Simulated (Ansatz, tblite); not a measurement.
# (Cl)3Ti-S-SiH3 (Cl3H3SSiTi): removing an electron

The task here is to estimate one member of a computed series from the others.

The runs use Ansatz 0.2.0, Gaussian basis; as each input shows.

Plan: charge +1 doublet, at the geometry of the singlet (PBE0-D4/def2-TZVP, PBE-D4/def2-TZVP, CAM-B3LYP-D4/def2-TZVP, CCSD(T)/def2-SVP); charge +1 doublet, relaxed (PBE0-D4/def2-TZVP, PBE-D4/def2-TZVP); the starting singlet's energies come from earlier runs.

2 further runs of the same task are left out: 2 set aside as unsound or not needed.

## The relaxed structure

The singlet was relaxed beforehand with PBE-D4/def2-SVP.

9 atoms, charge 0, spin multiplicity 1.

Atoms are counted from 1 here; the program's logs count them from 0.

Bond lengths: Ti1–Cl2 2.186 Å, Ti1–Cl3 2.189 Å, Ti1–Cl4 2.173 Å, Ti1–S5 2.253 Å, S5–Si6 2.185 Å, Si6–H7 1.501 Å, Si6–H8 1.500 Å, Si6–H9 1.501 Å. Angles: Cl2–Ti1–Cl3 109.9°, Cl2–Ti1–Cl4 111.2°, Cl2–Ti1–S5 109.9°, Cl3–Ti1–Cl4 112.2°, Cl3–Ti1–S5 107.6°, Cl4–Ti1–S5 105.9°, Ti1–S5–Si6 96.5°, S5–Si6–H7 105.8°, S5–Si6–H8 109.1°, S5–Si6–H9 110.5°, H7–Si6–H8 110.9°, H7–Si6–H9 109.9°, H8–Si6–H9 110.6°.

Formally the metal is d0. No spin-orbit coupling is included.

The first run:

The input, in.yaml:

```yaml
crystal:
  periodic: [false, false, false]
  atoms:
    - {symbol: Ti, position_ang: [-0.100145, 1.532376, -0.501380]}
    - {symbol: Cl, position_ang: [1.987689, 1.562029, -1.146994]}
    - {symbol: Cl, position_ang: [-1.314340, 0.445089, -1.962007]}
    - {symbol: Cl, position_ang: [-0.842795, 3.543869, -0.151025]}
    - {symbol: S, position_ang: [-0.278225, 0.455946, 1.469307]}
    - {symbol: Si, position_ang: [0.073674, -1.552481, 0.684877]}
    - {symbol: H, position_ang: [0.708349, -2.324230, 1.805304]}
    - {symbol: H, position_ang: [-1.239387, -2.161751, 0.292328]}
    - {symbol: H, position_ang: [1.005189, -1.500848, -0.490400]}
basis:
  gaussian: {orbitals: def2-TZVP}
total_charge: 1
magnetization: {spin_polarized: true, initial_magnetization: 1}
hamiltonian: {xc: pbe0, dispersion: d4}
scf: {omitted_lower_state_checks: [starts]}
output: {orbitals: {seedname: orbitals}}
```

Started as:

```
> ansatz run in.yaml --threads 4 --pin off --events-out ev --progress --plain --max-ram 4787MiB
```

Steps of the session up to this table: Charge +1 doublet at the fixed geometry, PBE0-D4/def2-TZVP; Charge +1 doublet at the fixed geometry, PBE-D4/def2-TZVP; Charge +1 doublet at the fixed geometry, CAM-B3LYP-D4/def2-TZVP; Charge +1 doublet at the fixed geometry, CCSD(T)/def2-SVP.

One of the session's tables, all rows but one given; the rest of the session is left out.

It belongs to the step «Vertical ionisation energy». 

| method | vertical ionisation energy (eV) |
| --- | --- |
| HF/def2-SVP | 9.35 |
| PBE-D4/def2-TZVP | 9.63 |
| PBE0-D4/def2-TZVP | 9.89 |
| CAM-B3LYP-D4/def2-TZVP | 9.99 |
| MP2/def2-SVP | 9.83 |
| CCSD/def2-SVP | ? |
| CCSD(T)/def2-SVP | 9.64 |

**Question.** Estimate the row for CCSD/def2-SVP.

As computed: vertical ionisation energy (eV): 9.74. In the column «vertical ionisation energy (eV)» it lies between CCSD(T)/def2-SVP (9.64) and MP2/def2-SVP (9.83).
